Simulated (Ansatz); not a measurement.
# Si4: the cost of one run

Computed with Ansatz 0.2.0 (the levels named in each step, unless a step's input says otherwise).

**1. The system as given**

Bond lengths: Si1–Si2 2.292 Å, Si2–Si3 2.291 Å, Si1–Si4 2.292 Å, Si3–Si4 2.291 Å. Angles: Si1–Si2–Si3 67.7°, Si2–Si1–Si4 112.3°, Si2–Si3–Si4 112.3°, Si1–Si4–Si3 67.7°.

Coordinates:

```xyz
4

Si    0.5753    1.1375    0.0681
Si   -1.6823    0.8630   -0.2147
Si   -0.5752   -1.1375   -0.0681
Si    1.6819   -0.8638    0.2146
```

**2. A rough first relaxation, PBE-D4/def2-SVP**

input.yaml

```yaml
crystal:
  periodic: [false, false, false]
  atoms:
    - { symbol: Si, position_ang: [0.57526, 1.13751, 0.06807] }
    - { symbol: Si, position_ang: [-1.68225, 0.86303, -0.21467] }
    - { symbol: Si, position_ang: [-0.57519, -1.13754, -0.06806] }
    - { symbol: Si, position_ang: [1.68185, -0.86383, 0.21462] }
basis:
  gaussian: { orbitals: def2-SVP }
hamiltonian:
  xc: pbe
  dispersion: d4
relax:
  f_tol: 0.03
  max_steps: 200
```

On the command line:

```sh
> ansatz run input.yaml --threads 4 --pin off --max-ram 10240MiB --backend cpu --events-out ev --progress --plain --runs-dir out
```

Q: Estimate wall time and peak memory on 4 threads of Intel Xeon at 2.70GHz, shared host.

About 5.2 s, with a peak of 0.15 GiB.
